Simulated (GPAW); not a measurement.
**BrHMg (SMILES [MgH][Br]): OLYP/real-space grid (scalar-relativistic datasets)**

Wanted: a geometry optimisation of BrHMg. 

Program for the calculation: GPAW 26.7.0.

**1. The structure to begin with**

The species is BrHMg (3 atoms), typed as a singlet with charge 0. SMILES: `[MgH][Br]`. The shape comes from GFN2-xTB, which is rough for such elements, and wasn't checked as a minimum. The run starts from this shape.

Bond lengths: Mg1–Br2 2.312 Å, Mg1–H3 1.564 Å. Angles: Br2–Mg1–H3 179.7°.

**2. A structure relaxation at OLYP/real-space grid (scalar-relativistic datasets)**

gs.py

```python
from ase import Atoms
from ase.io import write
from ase.optimize import BFGSLineSearch
from gpaw import GPAW, setup_paths
from gpaw.atom.configurations import parameters
from gpaw.atom.generator import Generator
from gpaw.utilities.adjust_cell import adjust_cell

system = Atoms(['Mg', 'Br', 'H'],
    positions=[[ -0.217580,   0.036540,  -0.116170],
               [  1.801910,  -0.325940,   0.950320],
               [ -1.584330,   0.289400,  -0.834150]])
adjust_cell(system, 5.5, h=0.16)

for symbol in ['Br', 'H', 'Mg']:
    Generator(symbol, xcname='GGA_X_OPTX+GGA_C_LYP', scalarrel=True, nofiles=True, txt=None).run(**parameters[symbol])
setup_paths.insert(0, '.')

calculator = GPAW(mode='fd',
                  h=0.16,
                  xc='GGA_X_OPTX+GGA_C_LYP',
                  nbands=-2,
                  maxiter=80,
                  txt='-')
system.calc = calculator

opt = BFGSLineSearch(system, trajectory='gs.traj')
converged = opt.run(fmax=0.05, steps=100)
print('Converged:', converged)
print(f'Final energy: {system.get_potential_energy():.5f} eV')
print(f'r(Br1-Mg0) = {system.get_distance(1, 0):.4f} Ang')
print(f'r(H2-Mg0)               {system.get_distance(2, 0):.4f} Ang')
write('relaxed.xyz', system)
```

Launch:

```console
python gs.py
```

Q: Predict the results. Wanted: energy as printed; dipole moment; HOMO energy; LUMO energy; HOMO–LUMO gap.

Answer, from the run:

At OLYP/real-space grid (scalar-relativistic datasets):

```
                                              quantity       value
energy as printed (from the program's reference atoms)  -6.9418 eV
                                         dipole moment      1.55 D
                                           HOMO energy    -6.71 eV
                                           LUMO energy    -1.65 eV
                                         HOMO–LUMO gap     5.06 eV
```

At the final geometry: Bond lengths: Mg1–Br2 2.363 Å, Mg1–H3 1.702 Å. Angles: Br2–Mg1–H3 179.7°. The optimisation took 2 steps and changed the energy by -0.122 eV.
